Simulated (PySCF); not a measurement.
**GeI₂: structure of the triplet**

The task is one start of a wider search on GeI₂: the triplet, from a bent start. It is relaxed, tested by its Hessian and followed downhill if it is a saddle.

Computed with PySCF 2.14.0. Level: PBE0, basis Ge def2-SVP, I def2-SVP with ECP28, scalar-relativistic core potentials, no spin–orbit coupling, density fitting.

### 1 Where the work starts

3 atoms, charge 0, spin multiplicity 3.

Bond lengths: Ge1–I2 2.540 Å, Ge1–I3 2.540 Å. Angles: I2–Ge1–I3 110.0°.

Coordinates in bohr (charge 0 multiplicity 3):
```
Ge    0.0000    0.0000   -2.1322
I     3.9318    0.0000    0.6210
I    -3.9318    0.0000    0.6210
```

### 2 Bent start, triplet: relaxation

The steps below are one call of a driver around PySCF. For each, scf.py gives the equivalent set-up of the SCF; relaxations use the driver's own optimiser. Before each start the driver seeks the lowest SCF state from one or more starting densities and follows internal instabilities, so scf.py alone need not reach the same state.

The program finds C2v symmetry in the start, which this walk keeps. The walk stops when the largest gradient is under 0.0003 Eh/bohr and the energy has settled too.

Contents of scf.py:

```python
from pyscf import gto, scf, dft
mol = gto.M(atom='''
Ge     0.000000     0.000000    -1.128289
I      2.080600    -0.000000     0.328611
I     -2.080600     0.000000     0.328611''',
    basis={'Ge': 'def2-SVP', 'I': 'def2-SVP'},
    ecp={'I': 'def2-SVP'},
    charge=0, spin=2)
mf = dft.UKS(mol, xc='PBE0')
mf.grids.atom_grid = (50, 194)
aux = {'Ge': 'def2-universal-JKFIT', 'I': 'def2-universal-JKFIT'}
mf = mf.density_fit(auxbasis=aux)
mf.kernel()
```

Steps of the walk:

```csv
step,energy (Eh),change (kJ/mol),largest symmetric gradient (Eh/bohr)
0,-2671.918320,0.00,0.00633
1,-2671.919176,-2.25,0.00352
2,-2671.919990,-4.38,0.00108
3,-2671.920044,-4.52,0.00033
4,-2671.920045,-4.53,0.00017
```

The walk took 10 s on 4 threads, shared host.

Positions (Å) and forces (eV/Å) along the way:

```
step 0
Ge   0.000   0.000  -1.128   0.000   0.000   0.325
I    2.081   0.000   0.329   0.103   0.000  -0.163
I   -2.081   0.000   0.329  -0.103   0.000  -0.163
step 1
Ge   0.000   0.000  -1.085   0.000   0.000   0.181
I    2.114   0.000   0.307   0.104   0.000  -0.090
I   -2.114   0.000   0.307  -0.104   0.000  -0.090
step 2
Ge   0.000   0.000  -1.004   0.000   0.000   0.005
I    2.184   0.000   0.267   0.056   0.000  -0.003
I   -2.184   0.000   0.267  -0.056   0.000  -0.003
step 3
Ge   0.000   0.000  -0.981   0.000   0.000  -0.017
I    2.208   0.000   0.255   0.016   0.000   0.009
I   -2.208   0.000   0.255  -0.016   0.000   0.009
step 4
Ge   0.000   0.000  -0.980   0.000   0.000  -0.009
I    2.209   0.000   0.255   0.006   0.000   0.004
I   -2.209   0.000   0.255  -0.006   0.000   0.004
```

End point (C2v, 4 steps, 4.5 kJ/mol gained): Ge–I 2.531 Å (×2); I–Ge–I 121.6°.

### 3 Frequencies

The point is checked on the finer grid, and tightened if its gradient asks for it. The Hessian and the dipole derivatives come from central differences of analytic gradients, with steps of 0.01 bohr.

scf.py, as its differences from that of step 2:

```diff
@@ -3,3 +3,3 @@
-Ge     0.000000     0.000000    -1.128289
-I      2.080600    -0.000000     0.328611
-I     -2.080600     0.000000     0.328611''',
+Ge     0.000000    -0.000000    -0.951636
+I      2.215721    -0.000000     0.276146
+I     -2.215721     0.000000     0.276146''',
@@ -10 +10 @@
-mf.grids.atom_grid = (50, 194)
+mf.grids.atom_grid = (75, 302)
```

This SCF starts from the last density.

SCF at the final geometry:

```text
init E= -2671.92005800228
[... the frontier-level lines of each cycle are left out ...]
cycle= 1 E= -2671.92005800227  delta_E= 8.19e-12  |g|= 2.46e-06  |ddm|= 7.77e-06
Extra cycle  E= -2671.92005800228  delta_E= -1.46e-11  |g|= 3.97e-06  |ddm|= 1.01e-05
converged SCF energy = -2671.92005800228  <S^2> = 2.0071674  2S+1 = 3.0047744
```

The whole step took 23 s.

Geometry: C2v; Ge–I 2.533 Å (×2); I–Ge–I 122.0°.

Modes, for the most abundant isotopes:

| symmetry | ω (cm⁻¹) | IR (km/mol) | μ (u) |
| --- | --- | --- | --- |
| a1 | 58 | 0.0 | 106.14 |
| a1 | 192 | 2.0 | 93.35 |
| b2 | 260 | 27.0 | 83.54 |

Every mode is real; the point is a minimum.

Constants and moments:

- Dipole moment: 0.36 D
- Highest occupied level: -5.27 eV
- Lowest empty level: -5.05 eV
- Rotational constants: 0.1953, 0.01353, 0.01265 cm⁻¹
- Zero-point energy: 3.0 kJ/mol
- Principal polarisabilities: 49.6, 65.9, 150.1 bohr³
- Atomisation energy without zero-point energy: 410 kJ/mol
- Principal traceless quadrupole moments about the centre of mass: -5.04, 2.50, 2.54 D Å
- Entropy at 298.15 K and 1 bar (electronic part: spin only): 346.2 J/(mol K)
- Heat capacity Cp at 298.15 K: 56.6 J/(mol K)
- Enthalpy at 298.15 K above 0 K: 14.81 kJ/mol
- Rotational symmetry number: 2
- Spin squared ⟨S²⟩: 2.007

Populations by atom (charges in e):

```tsv
atom	Mulliken	Löwdin	polar tensor	spin (Mulliken)	Mayer order to Ge1
Ge1	0.12	-0.15	0.53	1.37	–
I2,3	-0.06	0.07	-0.26	0.32	1.07
```

Outer orbital energies (eV). α occupied: -14.42, -10.33, -8.92, -8.82, -8.21, -8.08, -7.67, -5.27; empty: -2.04, -0.50, 3.38, 5.89. β occupied: -19.87, -19.50, -13.19, -9.66, -8.54, -8.31, -7.93, -7.93; empty: -5.05, -1.95, -1.31, 0.27.

Mulliken populations on Ge1: s 7.65, p 14.11, d 10.12.

### 4 Summary of results

| quantity | value |
| --- | --- |
| minimum | triplet, C2v |
| geometry | Ge–I 2.533 Å (×2); I–Ge–I 122.0° |
| wavenumbers (cm⁻¹) | 58 (a1), 192 (a1), 260 (b2) |
| dipole moment | 0.36 D |
| highest occupied, lowest empty level (either spin) | -5.27, -5.05 eV |
| polar-tensor charge of Ge1 | +0.53 e |
| zero-point energy | 3.0 kJ/mol |
| entropy at 298.15 K | 346.2 J/(mol K) |
| atomisation energy (no zero-point energy) | 410 kJ/mol |
| ⟨S²⟩ | 2.007 |

The molecule stays C2v, as typed, and the end point is a minimum. The strongest infrared band lies at 260 cm⁻¹ (b2). Most of the spin sits on Ge1 (Mulliken spin 1.37, against 2 for the whole molecule). Only this shape and spin were tried, so other structures or states may lie lower. The soft modes, below some 90 cm⁻¹, carry numerical noise of tens of cm⁻¹, and the entropy with them. With an element this heavy the missing spin–orbit coupling can shift these numbers.

The search up to here took 41 s.
